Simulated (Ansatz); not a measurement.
# Cl2H3NSi + HCl: a complex and its separated parts

Aim: how far the complex at one end of a reaction step lies below its separated, relaxed parts, level by level.

Program: Ansatz 0.2.0, Gaussian basis. Level of theory: PBE0-D4/def2-TZVP structures, single points in def2-TZVPP, no counterpoise correction. These are calculated values, not measurements.

Levels: SPW92, PBE-D4, BLYP-D4, r2SCAN-D4, B97M-V, PBE0-D4, B3LYP-D4, r2SCAN0-D4, BHLYP-D4, CAM-B3LYP-D4, wB97X-V, wB97M-V, B2PLYP, PBE-QIDH, RPA on PBE, Hartree-Fock, MP2, CCSD, CCSD(T).

Correlated methods freeze the cores. B3LYP uses VWN-RPA correlation. B2PLYP carries no dispersion term here.

94 further runs of the same task are left out: 94 set aside as unsound or not needed.

## Step 1: The starting structure

The complex: 9 atoms, charge 0, spin multiplicity 1.

Atoms are counted from 1 here; the program's logs count them from 0.

Bond lengths: Si1–Cl3 2.031 Å, Si1–Cl4 2.046 Å, Si1–H5 1.470 Å, Si1–N7 1.720 Å, Cl2–H6 1.313 Å, N7–H8 1.012 Å, N7–H9 1.013 Å. Angles: Cl3–Si1–Cl4 108.7°, Cl3–Si1–H5 111.3°, Cl3–Si1–N7 106.5°, Cl4–Si1–H5 107.7°, Cl4–Si1–N7 113.4°, H5–Si1–N7 109.3°, Si1–N7–H8 116.6°, Si1–N7–H9 116.6°, H8–N7–H9 109.6°.

Geometry (Å):

```mol
Cl3H4NSi
  3D, bonds by distance, orders not assigned

  9  7  0  0  0  0  0  0  0  0999 V2000
   -1.0521   -0.0567    0.3183 Si  0  0
    2.0231    1.5291   -1.7786 Cl  0  0
   -1.7470   -0.7142   -1.4731 Cl  0  0
   -2.0933   -0.9916    1.8105 Cl  0  0
   -1.2567    1.3911    0.4711 H   0  0
    1.4447    0.7133   -0.9276 H   0  0
    0.6335   -0.3994    0.3437 N   0  0
    0.9126   -1.3271    0.0504 H   0  0
    1.1354   -0.1445    1.1853 H   0  0
  1  3  8  0
  1  4  8  0
  1  5  8  0
  1  7  8  0
  2  6  8  0
  7  8  8  0
  7  9  8  0
M  END
```

Its parts: Cl2H3NSi holds atoms 1, 3, 4, 5, 7, 8, 9; HCl holds atoms 2, 6. Each part counts its atoms afresh in its own runs.

## Step 2: Relaxing Cl2H3NSi alone

The input, relax-a/in.yaml:

```yaml
crystal:
  periodic: [false, false, false]
  atoms:
    - {symbol: Si, position_ang: [-1.052148, -0.056714, 0.318313]}
    - {symbol: Cl, position_ang: [-1.747046, -0.714179, -1.473084]}
    - {symbol: Cl, position_ang: [-2.093342, -0.991571, 1.810470]}
    - {symbol: H, position_ang: [-1.256698, 1.391133, 0.471066]}
    - {symbol: N, position_ang: [0.633500, -0.399421, 0.343708]}
    - {symbol: H, position_ang: [0.912597, -1.327073, 0.050362]}
    - {symbol: H, position_ang: [1.135443, -0.144468, 1.185285]}
basis:
  gaussian: {orbitals: def2-TZVP}
hamiltonian: {xc: pbe0, dispersion: d4}
relax: {f_tol: 0.005, max_steps: 200}
```

Run with:

```sh
$ ansatz run in.yaml --threads 8 --pin off --events-out ev --progress --plain --max-ram 19148MiB
```

What it wrote, cut to the lines that bear on the results:

```text
Functional definition: PBE0
  name "PBE0"
  cite "Adamo & Barone, J. Chem. Phys. 110, 6158 (1999) doi:10.1063/1.478522"
  cite "Perdew, Burke & Ernzerhof, Phys. Rev. Lett. 77, 3865 (1996) doi:10.1103/PhysRevLett.77.3865"
  parent pbe
[...]
1091 factors; their error is unknown
[...]
mean field -34454.07848760 eV, -1266.1640306061 hartree, gradient 3.9e-5 eV, S^2 0.000000; 0 other end points of the search recorded, 0 dependent functions left out
[...]
reference -34454.07851623 eV, -1266.1640316583 hartree; 29, 29 occupied and 131, 131 virtual orbitals, 1091 factors
[...]
Total energy: -34454.26248781 eV, -1266.1707924890 hartree
Atom 0 at    -1.040199    -0.075103     0.335169 Å, force     0.000087     0.001102     0.001133 eV/Å
Atom 1 at    -1.757899    -0.708580    -1.467237 Å, force     0.000516     0.000284     0.000097 eV/Å
Atom 2 at    -2.176151    -0.984758     1.787122 Å, force    -0.000151    -0.000349     0.000058 eV/Å
Atom 3 at    -1.241062     1.373960     0.500427 Å, force    -0.000377    -0.000153    -0.000424 eV/Å
Atom 4 at     0.610584    -0.442143     0.382217 Å, force    -0.000818    -0.001081    -0.001501 eV/Å
Atom 5 at     0.947966    -1.330315     0.047046 Å, force     0.000562     0.000076     0.000672 eV/Å
Atom 6 at     1.189067    -0.075354     1.121376 Å, force     0.000181     0.000121    -0.000035 eV/Å
Dipole moment:     0.468035     0.031123     0.136910 e Å
```

It took 13 s on 8 threads of Arm Neoverse V2, shared host.

Relaxation path: (the energy doesn't fall at every step)

| step | energy from step 1 (eV) | largest force component (eV/Å) |
| --- | --- | --- |
| 1 | 0.0000 | 0.8310 |
| 2 | -0.0110 | 0.3855 |
| 3 | -0.0163 | 0.1091 |
| 4 | -0.0188 | 0.1984 |
| 5 | -0.0172 | 0.3655 |
| 6 | -0.0208 | 0.0304 |
| 7 | -0.0212 | 0.0235 |
| 8 | -0.0212 | 0.0353 |
| 9 | -0.0212 | 0.0072 |
| 10 | -0.0212 | 0.0015 |

Close pairs (by a distance rule), those that changed most:

| bond | before (Å) | after (Å) | change (Å) |
| --- | --- | --- | --- |
| Si1–N5 | 1.720 | 1.692 | -0.029 |
| Si1–Cl3 | 2.046 | 2.056 | +0.010 |
| Si1–Cl2 | 2.031 | 2.041 | +0.010 |
| N5–H7 | 1.013 | 1.008 | -0.005 |
| N5–H6 | 1.012 | 1.007 | -0.005 |
| Si1–H4 | 1.470 | 1.472 | +0.002 |

## Step 3: Relaxing HCl alone

The input, relax-b/in.yaml:

```yaml
crystal:
  periodic: [false, false, false]
  atoms:
    - {symbol: Cl, position_ang: [2.023066, 1.529088, -1.778550]}
    - {symbol: H, position_ang: [1.444728, 0.713306, -0.927569]}
basis:
  gaussian: {orbitals: def2-TZVP}
hamiltonian: {xc: pbe0, dispersion: d4}
relax: {f_tol: 0.005, max_steps: 200}
```

Run with:

```sh
$ ansatz run in.yaml --threads 8 --pin off --events-out ev --progress --plain --max-ram 19148MiB
```

What it wrote, cut to the lines that bear on the results:

```text
[... 5 set-up lines as earlier in the session ...]
[...]
312 factors; their error is unknown
[...]
mean field -12535.29863241 eV, -460.6637280106 hartree, gradient 4.3e-5 eV, S^2 0.000000; 0 other end points of the search recorded, 0 dependent functions left out
[...]
reference -12535.31647375 eV, -460.6643836677 hartree; 9, 9 occupied and 34, 34 virtual orbitals, 312 factors
Total energy: -12535.32105166 eV, -460.6645519027 hartree
Atom 0 at     2.015535     1.518465    -1.767469 Å, force    -0.000000    -0.000000     0.000000 eV/Å
Atom 1 at     1.452259     0.723929    -0.938650 Å, force     0.000000     0.000000    -0.000000 eV/Å
Dipole moment:    -0.115668    -0.163157     0.170197 e Å
```

Wall time 0.6 s (8 threads of Arm Neoverse V2, shared host).

The steps of the relaxation:

| step | energy from step 1 (eV) | largest force component (eV/Å) |
| --- | --- | --- |
| 1 | 0.0000 | 0.6541 |
| 2 | -0.0150 | 0.2682 |
| 3 | -0.0178 | 0.0157 |
| 4 | -0.0178 | 0.0108 |
| 5 | -0.0178 | 0.0000 |

The bond:

| bond | before (Å) | after (Å) | change (Å) |
| --- | --- | --- | --- |
| Cl1–H2 | 1.313 | 1.279 | -0.034 |

## Step 4: SPW92/def2-TZVPP

The input, parta/in.yaml:

```yaml
crystal:
  periodic: [false, false, false]
  atoms:
    - {symbol: Si, position_ang: [-1.040199, -0.075103, 0.335169]}
    - {symbol: Cl, position_ang: [-1.757899, -0.708580, -1.467237]}
    - {symbol: Cl, position_ang: [-2.176151, -0.984758, 1.787122]}
    - {symbol: H, position_ang: [-1.241062, 1.373960, 0.500427]}
    - {symbol: N, position_ang: [0.610584, -0.442143, 0.382217]}
    - {symbol: H, position_ang: [0.947966, -1.330315, 0.047046]}
    - {symbol: H, position_ang: [1.189067, -0.075354, 1.121376]}
basis:
  gaussian: {orbitals: def2-TZVPP}
hamiltonian: {xc: lda}
```

The input, partb/in.yaml:

```yaml
crystal:
  periodic: [false, false, false]
  atoms:
    - {symbol: Cl, position_ang: [2.015535, 1.518465, -1.767469]}
    - {symbol: H, position_ang: [1.452259, 0.723929, -0.938650]}
basis:
  gaussian: {orbitals: def2-TZVPP}
hamiltonian: {xc: lda}
```

One command serves all of them, each in its own folder.

Run with:

```sh
$ ansatz run in.yaml --threads 8 --pin off --events-out ev --progress --plain --max-ram 19148MiB
```

parta printed, cut to the lines that bear on the results:

```text
Functional definition: SPW92
  name "SPW92"
  cite "Dirac, Proc. Camb. Phil. Soc. 26, 376 (1930) doi:10.1017/S0305004100016108"
  cite "Slater, Phys. Rev. 81, 385 (1951) doi:10.1103/PhysRev.81.385"
  cite "Perdew & Wang, Phys. Rev. B 45, 13244 (1992) doi:10.1103/PhysRevB.45.13244"
[...]
1208 factors; their error is unknown
[...]
mean field -34342.43281342 eV, -1262.0611277562 hartree, gradient 7.5e-5 eV, S^2 0.000000; 0 other end points of the search recorded, 0 dependent functions left out
reference -34342.43284933 eV, -1262.0611290758 hartree; 29, 29 occupied and 170, 170 virtual orbitals, 1208 factors
Total energy: -34342.43284933 eV, -1262.0611290758 hartree
```

partb printed, cut to the lines that bear on the results:

```text
[... 5 set-up lines as earlier in the session ...]
[...]
353 factors; their error is unknown
[...]
mean field -12498.56388305 eV, -459.3137508712 hartree, gradient 5.7e-5 eV, S^2 0.000000; 0 other end points of the search recorded, 0 dependent functions left out
reference -12498.56390246 eV, -459.3137515845 hartree; 9, 9 occupied and 47, 47 virtual orbitals, 353 factors
Total energy: -12498.56390246 eV, -459.3137515845 hartree
```

Times: 0.6 s (parta), 0.1 s (partb) on 8 threads of Arm Neoverse V2, shared host.

## Step 5: PBE-D4/def2-TZVPP

Each input of step 4 (parta, partb) changes in the same lines:

```diff
-hamiltonian: {xc: lda}
+hamiltonian: {xc: pbe, dispersion: d4}
```

Each run has its own folder and the same command.

Run with:

```sh
$ ansatz run in.yaml --threads 8 --pin off --events-out ev --progress --plain --max-ram 19148MiB
```

Output in parta, cut to the lines that bear on the results:

```text
Functional definition: PBE
  name "PBE"
[... 2 set-up lines as earlier in the session ...]
[...]
1208 factors; their error is unknown
[...]
mean field -34451.19819560 eV, -1266.0581818275 hartree, gradient 6.6e-5 eV, S^2 0.000000; 0 other end points of the search recorded, 0 dependent functions left out
reference -34451.19823381 eV, -1266.0581832316 hartree; 29, 29 occupied and 170, 170 virtual orbitals, 1208 factors
Total energy: -34451.39021353 eV, -1266.0652383561 hartree
```

partb printed, cut to the lines that bear on the results:

```text
[... 4 set-up lines as earlier in the session ...]
[...]
353 factors; their error is unknown
[...]
mean field -12534.30963382 eV, -460.6273829828 hartree, gradient 8.1e-5 eV, S^2 0.000000; 0 other end points of the search recorded, 0 dependent functions left out
reference -12534.30965473 eV, -460.6273837511 hartree; 9, 9 occupied and 47, 47 virtual orbitals, 353 factors
Total energy: -12534.31531590 eV, -460.6275917951 hartree
```

They took 0.9 s (parta), 0.15 s (partb) on 8 threads of Arm Neoverse V2, shared host.

## Step 6: BLYP-D4/def2-TZVPP

The same edit goes into each in.yaml of step 5 (parta, partb):

```diff
-hamiltonian: {xc: pbe, dispersion: d4}
+hamiltonian: {xc: {name: BLYP}, dispersion: d4}
```

One command serves all of them, each in its own folder.

Run with:

```sh
$ ansatz run in.yaml --threads 8 --pin off --events-out ev --progress --plain --max-ram 19148MiB
```

Log of parta, cut to the lines that bear on the results:

```text
Functional definition: BLYP
  name "BLYP"
  cite "Becke, Phys. Rev. A 38, 3098 (1988) doi:10.1103/PhysRevA.38.3098"
  cite "Lee, Yang & Parr, Phys. Rev. B 37, 785 (1988) doi:10.1103/PhysRevB.37.785"
[...]
1208 factors; their error is unknown
[...]
mean field -34466.51225140 eV, -1266.6209629979 hartree, gradient 6.4e-5 eV, S^2 0.000000; 0 other end points of the search recorded, 0 dependent functions left out
reference -34466.51259892 eV, -1266.6209757690 hartree; 29, 29 occupied and 170, 170 virtual orbitals, 1208 factors
Total energy: -34466.93294590 eV, -1266.6364232356 hartree
```

Log of partb, cut to the lines that bear on the results:

```text
[... 4 set-up lines as earlier in the session ...]
[...]
353 factors; their error is unknown
[...]
mean field -12539.38861171 eV, -460.8140319774 hartree, gradient 4.5e-5 eV, S^2 0.000000; 0 other end points of the search recorded, 0 dependent functions left out
reference -12539.38881603 eV, -460.8140394860 hartree; 9, 9 occupied and 47, 47 virtual orbitals, 353 factors
Total energy: -12539.40230518 eV, -460.8145352033 hartree
```

Times: 0.91 s (parta), 0.15 s (partb) on 8 threads of Arm Neoverse V2, shared host.

## Step 7: r2SCAN-D4/def2-TZVPP

Each input of step 6 (parta, partb) changes in the same lines:

```diff
-hamiltonian: {xc: {name: BLYP}, dispersion: d4}
+hamiltonian: {xc: r2scan, dispersion: d4}
```

One command serves all of them, each in its own folder.

Run with:

```sh
$ ansatz run in.yaml --threads 8 --pin off --events-out ev --progress --plain --max-ram 19148MiB
```

Log of parta, cut to the lines that bear on the results:

```text
Functional definition: r2SCAN
  name "r2SCAN"
  cite "Furness, Kaplan, Ning, Perdew & Sun, J. Phys. Chem. Lett. 11, 8208 (2020) doi:10.1021/acs.jpclett.0c02405"
  cite "Furness, Kaplan, Ning, Perdew & Sun, J. Phys. Chem. Lett. 11, 9248 (2020) doi:10.1021/acs.jpclett.0c03077"
  parent r2scan
[...]
1208 factors; their error is unknown
[...]
mean field -34464.29966940 eV, -1266.5396521092 hartree, gradient 4.9e-5 eV, S^2 0.000000; 0 other end points of the search recorded, 0 dependent functions left out
reference -34464.29967943 eV, -1266.5396524776 hartree; 29, 29 occupied and 170, 170 virtual orbitals, 1208 factors
Total energy: -34464.34324153 eV, -1266.5412533552 hartree
```

Output in partb, cut to the lines that bear on the results:

```text
[... 5 set-up lines as earlier in the session ...]
[...]
353 factors; their error is unknown
[...]
mean field -12538.62224982 eV, -460.7858686975 hartree, gradient 3.1e-5 eV, S^2 0.000000; 0 other end points of the search recorded, 0 dependent functions left out
reference -12538.62225515 eV, -460.7858688933 hartree; 9, 9 occupied and 47, 47 virtual orbitals, 353 factors
Total energy: -12538.62352110 eV, -460.7859154162 hartree
```

They took 1.9 s (parta), 0.4 s (partb) on 8 threads of Arm Neoverse V2, shared host.

## Step 8: B97M-V/def2-TZVPP

Each input of step 7 (parta, partb) changes in the same lines:

```diff
-hamiltonian: {xc: r2scan, dispersion: d4}
+hamiltonian: {xc: {name: B97M-V}}
```

Each run has its own folder and the same command.

Run with:

```sh
$ ansatz run in.yaml --threads 8 --pin off --events-out ev --progress --plain --max-ram 19148MiB
```

Log of parta, cut to the lines that bear on the results:

```text
Functional definition: B97M-V
  name "B97M-V"
  cite "Mardirossian & Head-Gordon, J. Chem. Phys. 142, 074111 (2015) doi:10.1063/1.4907719"
  cite "Becke, J. Chem. Phys. 107, 8554 (1997) doi:10.1063/1.475007"
  cite "Vydrov & Van Voorhis, J. Chem. Phys. 133, 244103 (2010) doi:10.1063/1.3521275"
  # Of w^i u^j: cxij and so on, Table III.
[...]
  gx(w, u) = cx00 + cx01*u + cx02*u^2 + (cx10 + cx11*u)*w
[...]
  gos(w, u) = cos00 + cos01*u + cos03*u^3 + cos10*w + cos32*w^3*u^2
[...]
      + integral(e_c_pw_mod_opposite_spin*gos(b97_w_opposite, b97_u_opposite)) + vv10(b, c)
1208 factors; their error is unknown
[...]
mean field -34458.72222459 eV, -1266.3346847929 hartree, gradient 5.8e-5 eV, S^2 0.000000; 0 other end points of the search recorded, 0 dependent functions left out
reference -34458.72227646 eV, -1266.3346866991 hartree; 29, 29 occupied and 170, 170 virtual orbitals, 1208 factors
Total energy: -34458.72227646 eV, -1266.3346866991 hartree
```

Output in partb, cut to the lines that bear on the results:

```text
[... 5 set-up lines as earlier in the session ...]
  # Of w^i u^j: cxij and so on, Table III.
[...]
  gx(w, u) = cx00 + cx01*u + cx02*u^2 + (cx10 + cx11*u)*w
[...]
  gos(w, u) = cos00 + cos01*u + cos03*u^3 + cos10*w + cos32*w^3*u^2
[...]
      + integral(e_c_pw_mod_opposite_spin*gos(b97_w_opposite, b97_u_opposite)) + vv10(b, c)
353 factors; their error is unknown
[...]
mean field -12536.22648089 eV, -460.6978258131 hartree, gradient 1.2e-5 eV, S^2 0.000000; 0 other end points of the search recorded, 0 dependent functions left out
reference -12536.22650901 eV, -460.6978268467 hartree; 9, 9 occupied and 47, 47 virtual orbitals, 353 factors
Total energy: -12536.22650901 eV, -460.6978268467 hartree
```

They took 3.2 s (parta), 0.3 s (partb) on 8 threads of Arm Neoverse V2, shared host.

## Step 9: PBE0-D4/def2-TZVPP

The same edit goes into each in.yaml of step 8 (parta, partb):

```diff
-hamiltonian: {xc: {name: B97M-V}}
+hamiltonian: {xc: pbe0, dispersion: d4}
+output: {orbitals: {seedname: orbitals}}
```

Each run has its own folder and the same command.

Run with:

```sh
$ ansatz run in.yaml --threads 8 --pin off --events-out ev --progress --plain --max-ram 19148MiB
```

parta printed, cut to the lines that bear on the results:

```text
[... 5 set-up lines as earlier in the session ...]
[...]
1273 factors; their error is unknown
[...]
mean field -34454.15742177 eV, -1266.1669313833 hartree, gradient 2.8e-5 eV, S^2 0.000000; 0 other end points of the search recorded, 0 dependent functions left out
reference -34454.15745072 eV, -1266.1669324473 hartree; 29, 29 occupied and 170, 170 virtual orbitals, 1273 factors
Total energy: -34454.32005331 eV, -1266.1729079823 hartree
```

Output in partb, cut to the lines that bear on the results:

```text
[... 5 set-up lines as earlier in the session ...]
[...]
384 factors; their error is unknown
[...]
mean field -12535.34597539 eV, -460.6654678328 hartree, gradient 3.7e-5 eV, S^2 0.000000; 0 other end points of the search recorded, 0 dependent functions left out
reference -12535.34599103 eV, -460.6654684078 hartree; 9, 9 occupied and 47, 47 virtual orbitals, 384 factors
Total energy: -12535.35056894 eV, -460.6656366428 hartree
```

Times: 1.3 s (parta), 0.15 s (partb) on 8 threads of Arm Neoverse V2, shared host.

## Step 10: B3LYP-D4/def2-TZVPP

The same edit goes into each in.yaml of step 9 (parta, partb):

```diff
-hamiltonian: {xc: pbe0, dispersion: d4}
-output: {orbitals: {seedname: orbitals}}
+hamiltonian: {xc: {name: B3LYP}, dispersion: d4}
```

Each run has its own folder and the same command.

Run with:

```sh
$ ansatz run in.yaml --threads 8 --pin off --events-out ev --progress --plain --max-ram 19148MiB
```

parta printed, cut to the lines that bear on the results:

```text
Functional definition: B3LYP
  name "B3LYP"
  cite "Stephens, Devlin, Chabalowski & Frisch, J. Phys. Chem. 98, 11623 (1994) doi:10.1021/j100096a001"
[... 2 set-up lines as earlier in the session ...]
  cite "Vosko, Wilk & Nusair, Can. J. Phys. 58, 1200 (1980) doi:10.1139/p80-159"
[...]
1249 factors; their error is unknown
[...]
mean field -34468.78883239 eV, -1266.7046258063 hartree, gradient 3.3e-5 eV, S^2 0.000000; 0 other end points of the search recorded, 0 dependent functions left out
reference -34468.78909494 eV, -1266.7046354546 hartree; 29, 29 occupied and 170, 170 virtual orbitals, 1249 factors
Total energy: -34469.10388217 eV, -1266.7162036720 hartree
```

partb printed, cut to the lines that bear on the results:

```text
[... 6 set-up lines as earlier in the session ...]
[...]
372 factors; their error is unknown
[...]
mean field -12539.99363325 eV, -460.8362661090 hartree, gradient 4.5e-5 eV, S^2 0.000000; 0 other end points of the search recorded, 0 dependent functions left out
reference -12539.99378531 eV, -460.8362716970 hartree; 9, 9 occupied and 47, 47 virtual orbitals, 372 factors
Total energy: -12540.00297193 eV, -460.8366092991 hartree
```

Times: 1.2 s (parta), 0.15 s (partb) on 8 threads of Arm Neoverse V2, shared host.

## Step 11: r2SCAN0-D4/def2-TZVPP

The same edit goes into each in.yaml of step 10 (parta, partb):

```diff
-hamiltonian: {xc: {name: B3LYP}, dispersion: d4}
+hamiltonian: {xc: {name: r2SCAN0}, dispersion: d4}
```

Each run has its own folder and the same command.

Run with:

```sh
$ ansatz run in.yaml --threads 8 --pin off --events-out ev --progress --plain --max-ram 19148MiB
```

parta printed, cut to the lines that bear on the results:

```text
Functional definition: r2SCAN0
  name "r2SCAN0"
  cite "Bursch, Neugebauer, Ehlert & Grimme, J. Chem. Phys. 156, 134105 (2022) doi:10.1063/5.0086040"
[... 3 set-up lines as earlier in the session ...]
[...]
1273 factors; their error is unknown
[...]
mean field -34463.86092892 eV, -1266.5235286939 hartree, gradient 4.1e-5 eV, S^2 0.000000; 0 other end points of the search recorded, 0 dependent functions left out
reference -34463.86093687 eV, -1266.5235289861 hartree; 29, 29 occupied and 170, 170 virtual orbitals, 1273 factors
Total energy: -34463.91365730 eV, -1266.5254664261 hartree
```

partb printed, cut to the lines that bear on the results:

```text
[... 6 set-up lines as earlier in the session ...]
[...]
384 factors; their error is unknown
[...]
mean field -12538.53747061 eV, -460.7827531189 hartree, gradient 4.5e-6 eV, S^2 0.000000; 0 other end points of the search recorded, 0 dependent functions left out
reference -12538.53747486 eV, -460.7827532752 hartree; 9, 9 occupied and 47, 47 virtual orbitals, 384 factors
Total energy: -12538.53892838 eV, -460.7828066912 hartree
```

Times: 2.2 s (parta), 0.4 s (partb) on 8 threads of Arm Neoverse V2, shared host.

## Step 12: BHLYP-D4/def2-TZVPP

Each input of step 11 (parta, partb) changes in the same lines:

```diff
-hamiltonian: {xc: {name: r2SCAN0}, dispersion: d4}
+hamiltonian: {xc: {name: BHLYP}, dispersion: d4}
```

Each run has its own folder and the same command.

Run with:

```sh
$ ansatz run in.yaml --threads 8 --pin off --events-out ev --progress --plain --max-ram 19148MiB
```

parta printed, cut to the lines that bear on the results:

```text
Functional definition: BHLYP
  name "BHLYP"
  cite "Becke, J. Chem. Phys. 98, 1372 (1993) doi:10.1063/1.464304"
[... 2 set-up lines as earlier in the session ...]
[...]
1344 factors; their error is unknown
[...]
mean field -34466.61736282 eV, -1266.6248257713 hartree, gradient 4.3e-5 eV, S^2 0.000000; 0 other end points of the search recorded, 0 dependent functions left out
reference -34466.61754264 eV, -1266.6248323797 hartree; 29, 29 occupied and 170, 170 virtual orbitals, 1344 factors
Total energy: -34466.87492629 eV, -1266.6342910543 hartree
```

Output in partb, cut to the lines that bear on the results:

```text
[... 5 set-up lines as earlier in the session ...]
[...]
403 factors; their error is unknown
[...]
mean field -12539.47115059 eV, -460.8170652254 hartree, gradient 2.7e-5 eV, S^2 0.000000; 0 other end points of the search recorded, 0 dependent functions left out
reference -12539.47125409 eV, -460.8170690288 hartree; 9, 9 occupied and 47, 47 virtual orbitals, 403 factors
Total energy: -12539.47730050 eV, -460.8172912305 hartree
```

They took 1.2 s (parta), 0.15 s (partb) on 8 threads of Arm Neoverse V2, shared host.

[end of part 1 of 2]
